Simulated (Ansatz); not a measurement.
# AsH₂+ (singlet): wave-function methods side by side at a displaced geometry (v2), cc-pVDZ

How much of the correlation energy of AsH₂+ (singlet) does each wave-function method recover here?

Method: cc-pVDZ, core rule «outside noble gas», up to 14 orbitals frozen; program: Ansatz 0.2.0, Gaussian basis.

To be run: UHF; CCSD(T) on RHF; CCSD(T) on UHF; BCCD(T) on RHF; CISD; CCSDT(Q) on RHF; CCSDT(Q) on UHF; CCSDTQ on RHF; CASSCF and MRCISD+Q, 6 electrons in 6 orbitals; CASSCF and NEVPT4(SD), 6 electrons in 6 orbitals; CASSCF and NEVPT2, 6 electrons in 6 orbitals; Full CI.

13 further runs of the same task are left out: 5 that didn't finish, 8 set aside as unsound or not needed.

## Step 1: The geometry

The geometry is a PBE0/def2-TZVP stationary point (not a proven minimum) with its atoms shifted at random (size 0.100 Å). No spin-orbit coupling is included. The filled d shell of As may be among the frozen orbitals whatever the setting's name suggests; the logs give the count.

3 atoms, charge 1, spin multiplicity 1.

Atoms are counted from 1 here; the program's logs count them from 0.

Bond lengths: As1–H2 1.536 Å, As1–H3 1.518 Å. Angles: H2–As1–H3 90.8°.

## Step 2: UHF

File in.yaml:

```yaml
crystal:
  periodic: [false, false, false]
  atoms:
    - {symbol: As, position_ang: [0.003316, -0.027901, -0.000197]}
    - {symbol: H, position_ang: [-0.161558, 1.053172, -1.079502]}
    - {symbol: H, position_ang: [-0.084938, 1.020745, 1.094119]}
basis:
  gaussian: {orbitals: cc-pVDZ}
total_charge: 1
magnetization: {spin_polarized: true, initial_magnetization: 0}
hamiltonian: {xc: hf}
output: {orbitals: {seedname: orbitals}}
```

Command:

```bash
> ansatz run in.yaml --threads 1 --pin off --events-out ev --progress --plain --max-ram 2393MiB
```

Further steps of the session: CCSD(T) on RHF; CCSD(T) on UHF; BCCD(T) on RHF; CISD; CCSDT(Q) on RHF; CCSDT(Q) on UHF; CCSDTQ on RHF; CASSCF and MRCISD+Q, 6 electrons in 6 orbitals; CASSCF and NEVPT4(SD), 6 electrons in 6 orbitals; CASSCF and NEVPT2, 6 electrons in 6 orbitals; Full CI.

Q: Predict the results of all the runs planned. Wanted: FCI below the RHF energy; RMP2 from FCI; RCCSD from FCI; RCCSD(T) from FCI; RCCSDT(Q) from FCI; NEVPT2 valence from FCI; NEVPT4(SD) valence from FCI; MRCISD+Q valence from FCI; T1 diagnostic.

**Answer**, as computed:

```
                         quantity                                                            value
         FCI below the RHF energy                                                       -3.2270 eV
                    RMP2 from FCI                                                     +77.8 kJ/mol
                   RCCSD from FCI                                                      +7.2 kJ/mol
                RCCSD(T) from FCI                                                      +1.6 kJ/mol
               RCCSDT(Q) from FCI                                                      +0.1 kJ/mol
          NEVPT2 valence from FCI                                                     +47.3 kJ/mol
      NEVPT4(SD) valence from FCI                                                      +6.3 kJ/mol
        MRCISD+Q valence from FCI                                                      +0.1 kJ/mol
levels within 1 kcal/mol (43 meV)  RCCSD(T), BCCD(T), RCCSDT, RCCSDT(Q), RCCSDTQ, MRCISD+Q valence
                    T1 diagnostic                                                            0.012
   effectively unpaired electrons                                                             0.06
```

RCCSD(T) misses by +1.6 kJ/mol, 0.5 % of the correlation energy. One determinant dominates. Of the multireference levels listed MRCISD+Q valence comes nearest in total energy (+0.1 kJ/mol), which doesn't show that its space is the better one. These misses are within one basis, not against nature.
